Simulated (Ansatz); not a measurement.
# H2Ru: the cost of one run

Method: def2-QZVPP, core rule «outside noble gas», up to 4 orbitals frozen; program: Ansatz 0.2.0, Gaussian basis.

To be run: UHF; ROHF; CCSD(T) on UHF.

2 further runs of the same task are left out: 2 set aside as unsound or not needed. Runs told in other sessions of the task aren't counted.

## (1) What is computed

The geometry is a PBE0/def2-TZVP stationary point (not a proven minimum) of the parent state, kept for this charge and spin. No spin-orbit coupling is included. Elements past krypton take def2 core potentials.

3 atoms, charge 0, spin multiplicity 5.

Atoms are counted from 1 here; the program's logs count them from 0.

Bond lengths: Ru1–H2 1.559 Å, Ru1–H3 1.559 Å. Angles: H2–Ru1–H3 75.0°.

Coordinates:

```
Ru    0.00000    0.00000   -0.02419
H     0.00000    0.94968    1.21266
H     0.00000   -0.94968    1.21266
```

## (2) UHF

in.yaml reads:

```yaml
crystal:
  periodic: [false, false, false]
  atoms:
    - {symbol: Ru, position_ang: [0.000000, 0.000000, -0.024187]}
    - {symbol: H, position_ang: [0.000000, 0.949682, 1.212659]}
    - {symbol: H, position_ang: [0.000000, -0.949682, 1.212659]}
basis:
  gaussian: {orbitals: "def2-QZVPP.json"}
magnetization: {spin_polarized: true, initial_magnetization: 4}
hamiltonian: {xc: hf}
output: {orbitals: {seedname: orbitals}}
```

The run is started by

```bash
ansatz run in.yaml --threads 1 --pin off --events-out ev --progress --plain --max-ram 4096MiB --backend cpu
```

**Question.** How long does this run take on 1 thread of AMD EPYC 7R13, shared host, and how much memory does it need?

About 15 s, with a peak of 0.3 GiB.
